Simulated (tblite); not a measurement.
# C6H18AlP: the cost of one run

Programs: tblite 0.8.0 and PySCF 2.14.0, with density-fitted response routines of our own. Each step states its level of theory. These are calculated values for one molecule in the gas phase, unless marked as measured. Atoms are numbered from 0 throughout.

**1. The molecule as given**

26 atoms, charge 0, multiplicity 1; geometry from: force field or distance geometry start.

Bonds of the start (Å): C0–Al1 1.99, Al1–C2 1.99, Al1–C3 1.99, Al1–P4 2.28, P4–C5 1.82, P4–C6 1.84, P4–C7 1.80, C0–H8 1.10, C0–H9 1.11, C0–H10 1.09, C2–H11 1.10, C2–H12 1.11, C2–H13 1.10, C3–H14 1.12, C3–H15 1.09, C3–H16 1.11, C5–H17 1.10, C5–H18 1.12, C5–H19 1.11, C6–H20 1.12, C6–H21 1.11, C6–H22 1.10, C7–H23 1.11, C7–H24 1.11, C7–H25 1.10.

**2. Optimising the geometry with GFN2-xTB**

Job settings and geometry (Å):

```
{"job": {"kind": "relax", "xc": "GFN2-xTB", "basis": "xTB"}, "charge": 0, "multiplicity": 1}
C      1.711500     1.578600    -0.983400
Al     1.123900    -0.095000    -0.079700
C      2.150000    -0.479800     1.576100
C      1.360900    -1.618600    -1.345300
P     -1.120600     0.116200     0.257300
C     -1.963500    -1.499400     0.349100
C     -1.787200     0.879500    -1.274500
C     -1.426500     1.137700     1.706000
H      0.972600     2.357100    -0.723100
H      1.649300     1.353100    -2.072200
H      2.698900     1.914700    -0.661900
H      1.536800    -0.594900     2.484000
H      2.693800    -1.431600     1.433000
H      2.900700     0.302600     1.729900
H      0.974800    -2.521300    -0.804400
H      0.781200    -1.394800    -2.237900
H      2.436300    -1.715600    -1.585800
H     -1.617100    -2.109800     1.196500
H     -3.063400    -1.316700     0.372100
H     -1.763300    -1.976200    -0.636700
H     -2.703600     0.324800    -1.596200
H     -1.033500     0.713700    -2.072900
H     -1.991700     1.941700    -1.060600
H     -1.856400     2.101500     1.360800
H     -2.166500     0.691800     2.407400
H     -0.518300     1.363400     2.275600
```

On the command line:

```console
OMP_NUM_THREADS=1 python probes_run.py task.json out
```

This one command runs all jobs of the session in turn.

Q: Estimate the wall time and peak memory of this first job on 1 thread of AMD EPYC 9R45, shared host.

About 1.7 s, with a peak of 0.18 GiB.
